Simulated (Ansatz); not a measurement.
# TlBi: a single-point run

Aim: a sound single-point run of TlBi. The structure is shown as the input types it. The cell is built on a prototype (h-MgO type) and needn't be the phase found in nature.

Method: density functional or hybrid calculation with the settings of its input, plane waves (as first typed), in Ansatz 0.2.0.

**1. Starting point**

It takes space group P6_3/mmc (No. 194, hexagonal). The conventional cell has a = 5.364 Å, b = 5.364 Å, c = 6.309 Å, α = 90.00°, β = 90.00°, γ = 120.00°. Around Tl (site symmetry -6m2) lie 5 Bi at 3.10 to 3.15 Å. Bi (site symmetry -6m2) has 5 Tl at 3.10 to 3.15 Å as nearest neighbours.

Structure file:

```cif
data_structure
_symmetry_space_group_name_H-M 'P 1'
_symmetry_Int_Tables_number 1
_cell_length_a 5.3640
_cell_length_b 5.3640
_cell_length_c 6.3087
_cell_angle_alpha 90.000
_cell_angle_beta 90.000
_cell_angle_gamma 120.000
_cell_volume 157.20
loop_
_atom_site_label
_atom_site_type_symbol
_atom_site_fract_x
_atom_site_fract_y
_atom_site_fract_z
_atom_site_occupancy
Tl1 Tl 0.33333 0.66667 0.25000 1
Tl2 Tl 0.66667 0.33333 0.75000 1
Bi1 Bi 0.66667 0.33333 0.25000 1
Bi2 Bi 0.33333 0.66667 0.75000 1
```

**2. The calculation**

input.yaml

```yaml
crystal:
  lattice:
    - [5.364017903, 0.0, 0.0]
    - [-2.6820089515, 4.6453757704, 0.0]
    - [0.0, 0.0, 6.3087128472]
  atoms:
    - { symbol: Tl, position: [0.3333333333, 0.6666666667, 0.25] }
    - { symbol: Tl, position: [0.6666666667, 0.3333333333, 0.75] }
    - { symbol: Bi, position: [0.6666666667, 0.3333333333, 0.25] }
    - { symbol: Bi, position: [0.3333333333, 0.6666666667, 0.75] }
kpoints:
  mp_grid: { grid: [6, 6, 4] }
hamiltonian:
  xc: pbesol
scf:
  occupations: { method: fermi_dirac, width: 0.02 }
  n_extra_bands: 5000
output:
  forces: true
  stress: true
  eigenvalues: true
```

The run is started by

```
$ ansatz run input.yaml --threads 4 --pin off --max-ram 3686MiB --backend cpu --events-out ev --progress --plain --runs-dir out
```

Q: Will this input give a usable result? If not, why, and what should change?

Nothing was computed: the input was turned down at the start. Its message: «inconsistent input (scf.n_extra_bands, basis.ecutwfc, kpoints): n_bands = 5028 exceeds the smallest per-k basis n_pw = 3039 (k-point 0, counted from 0 among those solved) — raise basis.ecutwfc or lower scf.n_extra_bands»

In the input, scf.n_extra_bands is 5000. There are no spare bands for the search of the Fermi level.

The cure: set scf.n_extra_bands to 5.
